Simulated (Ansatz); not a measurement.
# GaH₃ (triplet): the correlation ladder at a displaced geometry (v2), cc-pVDZ

Aim: climb from Hartree-Fock through coupled cluster and multireference methods for GaH₃ (triplet) at one geometry and basis, and see what each rung misses.

Computed with Ansatz 0.2.0, Gaussian basis. Level: cc-pVDZ, core rule «outside noble gas», up to 14 orbitals frozen.

Plan: UHF; CCSD(T) on ROHF; CCSD(T) on UHF; BCCD(T) on ROHF; CISD; CCSDT(Q) on ROHF; CCSDT(Q) on UHF; CASSCF and MRCISD+Q, 6 electrons in 7 orbitals; CASSCF and NEVPT2, 6 electrons in 7 orbitals; Full CI.

25 further runs of the same task are left out: 5 for a known fault of the program, 7 that didn't finish, 13 set aside as unsound or not needed.

## (1) What is computed

The geometry is a PBE0/def2-TZVP stationary point (not a proven minimum) with its atoms shifted at random (size 0.100 Å). No spin-orbit coupling is included. The filled d shell of Ga may be among the frozen orbitals whatever the setting's name suggests; the logs give the count.

4 atoms, charge 0, spin multiplicity 3.

Atoms are counted from 1 here; the program's logs count them from 0.

Bond lengths: Ga1–H2 1.582 Å, Ga1–H3 1.946 Å, H3–H4 0.730 Å. Angles: H2–Ga1–H3 100.6°, Ga1–H3–H4 82.7°.

Coordinates:

| atom | x (Å) | y (Å) | z (Å) |
| --- | --- | --- | --- |
| Ga1 | 0.00358 | 0.02904 | -0.04620 |
| H2 | -0.16130 | -1.46791 | -0.53039 |
| H3 | 0.32074 | -0.24289 | 1.85409 |
| H4 | -0.40698 | -0.29816 | 1.87230 |

## (2) UHF

The input, in.yaml:

```yaml
crystal:
  periodic: [false, false, false]
  atoms:
    - {symbol: Ga, position_ang: [0.003578, 0.029042, -0.046203]}
    - {symbol: H, position_ang: [-0.161296, -1.467909, -0.530387]}
    - {symbol: H, position_ang: [0.320743, -0.242892, 1.854087]}
    - {symbol: H, position_ang: [-0.406985, -0.298161, 1.872301]}
basis:
  gaussian: {orbitals: cc-pVDZ}
magnetization: {spin_polarized: true, initial_magnetization: 2}
hamiltonian: {xc: hf}
output: {orbitals: {seedname: orbitals}}
```

Started as:

```bash
ansatz run in.yaml --threads 1 --pin off --events-out ev --progress --plain --max-ram 2393MiB
```

After this run come: CCSD(T) on ROHF; CCSD(T) on UHF; BCCD(T) on ROHF; CISD; CCSDT(Q) on ROHF; CCSDT(Q) on UHF; CASSCF and MRCISD+Q, 6 electrons in 7 orbitals; CASSCF and NEVPT2, 6 electrons in 7 orbitals; Full CI.

Q: Predict the results of all the runs planned. Wanted: FCI below the RHF energy; RMP2 from FCI; UMP2 from FCI; RCCSD from FCI; RCCSD(T) from FCI; UCCSD(T) from FCI; RCCSDT(Q) from FCI; UCCSDT(Q) from FCI; NEVPT2 valence from FCI.

The runs gave:

| quantity | value |
| --- | --- |
| FCI below the RHF energy | -2.4586 eV |
| RMP2 from FCI | +61.7 kJ/mol |
| UMP2 from FCI | +59.4 kJ/mol |
| RCCSD from FCI | +4.9 kJ/mol |
| RCCSD(T) from FCI | +1.2 kJ/mol |
| UCCSD(T) from FCI | -0.1 kJ/mol |
| RCCSDT(Q) from FCI | -0.1 kJ/mol |
| UCCSDT(Q) from FCI | -1.4 kJ/mol |
| NEVPT2 valence from FCI | +45.5 kJ/mol |
| MRCISD+Q valence from FCI | +1.0 kJ/mol |
| levels within 1 kcal/mol (43 meV) | UCCSD, RCCSD(T), UCCSD(T), BCCD(T), RCCSDT, UCCSDT, RCCSDT(Q), UCCSDT(Q), MRCISD+Q valence |
| T1 diagnostic | 0.024 |
| effectively unpaired electrons | 2.02 |

RCCSD(T) misses by +1.2 kJ/mol, 0.5 % of the correlation energy. UCCSDT, UCCSDT(Q) fall below full CI: unrestricted runs freeze a spin-polarised core, another one than full CI's, and coupled cluster isn't variational. One determinant dominates. Of the multireference levels listed MRCISD+Q valence comes nearest in total energy (+1.0 kJ/mol), which doesn't show that its space is the better one. These misses are within one basis, not against nature; the frozen cores of restricted and unrestricted runs differ, which can shift their rows.
